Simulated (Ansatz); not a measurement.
# SiO2: the cost of one run

Program: Ansatz 0.2.0 (single point, HSE06, plane waves PAW). Host: AMD EPYC 7R13 (Zen 3), 96 cores, 96 hardware threads, 1656 GiB, 8 × H100 80GB HBM3, 81559 MiB; it was booked for these runs alone, one at a time. Each run is timed once from launch to exit, start-up included.

## (1) The job

The cell holds 24 atoms in 359 Å³, 2×1×2 copies of a database cell, with the atoms displaced at random so that no symmetry is left.

## (2) First run

Contents of input.yaml:

```yaml
crystal:
  lattice:
    - [-4.954580, 4.954580, 7.311342]
    - [2.477290, -2.477290, 3.655671]
    - [4.954580, 4.954580, -7.311342]
  atoms:
    - { symbol: Si, position: [0.009236, -0.005236, 0.001560] }
    - { symbol: Si, position: [0.375579, 0.256598, 0.244462] }
    - { symbol: O, position: [0.185862, 0.215850, 0.169148] }
    - { symbol: O, position: [0.482560, 0.620952, 0.422260] }
    - { symbol: O, position: [0.385526, 0.128334, 0.074444] }
    - { symbol: O, position: [0.424869, 0.037620, 0.325059] }
    - { symbol: Si, position: [-0.002936, 0.002120, 0.500908] }
    - { symbol: Si, position: [0.375209, 0.243250, 0.750757] }
    - { symbol: O, position: [0.181427, 0.233189, 0.668394] }
    - { symbol: O, position: [0.485077, 0.625151, 0.924258] }
    - { symbol: O, position: [0.388133, 0.128815, 0.562250] }
    - { symbol: O, position: [0.436576, 0.025927, 0.824381] }
    - { symbol: Si, position: [0.505533, -0.008743, -0.000842] }
    - { symbol: Si, position: [0.866440, 0.251128, 0.243047] }
    - { symbol: O, position: [0.680752, 0.239461, 0.175668] }
    - { symbol: O, position: [0.985338, 0.625315, 0.417135] }
    - { symbol: O, position: [0.884393, 0.127332, 0.067638] }
    - { symbol: O, position: [0.938063, 0.013305, 0.326568] }
    - { symbol: Si, position: [0.495030, 0.012994, 0.503548] }
    - { symbol: Si, position: [0.872412, 0.233814, 0.746333] }
    - { symbol: O, position: [0.686752, 0.212787, 0.674010] }
    - { symbol: O, position: [0.989338, 0.623517, 0.921131] }
    - { symbol: O, position: [0.891720, 0.121587, 0.579493] }
    - { symbol: O, position: [0.935703, 0.040138, 0.824970] }
kpoints:
  mp_grid: { grid: [1, 1, 1] }
hamiltonian:
  xc: hse06
  pseudopotentials: { azcp: { folder: soft_1 } }
scf:
  occupations: { method: fixed }
output: { forces: true }
```

Started as:

```console
$ ansatz run input.yaml --backend cuda --devices 1 --events-out ev --progress --plain --runs-dir out
```

Q: Estimate wall time and peak memory on 1 × NVIDIA H100 80GB HBM3 with 48 threads of AMD EPYC 7R13 (Zen 3), host not shared.

About 2.6 s, with a peak of 1.4 GiB on the host.
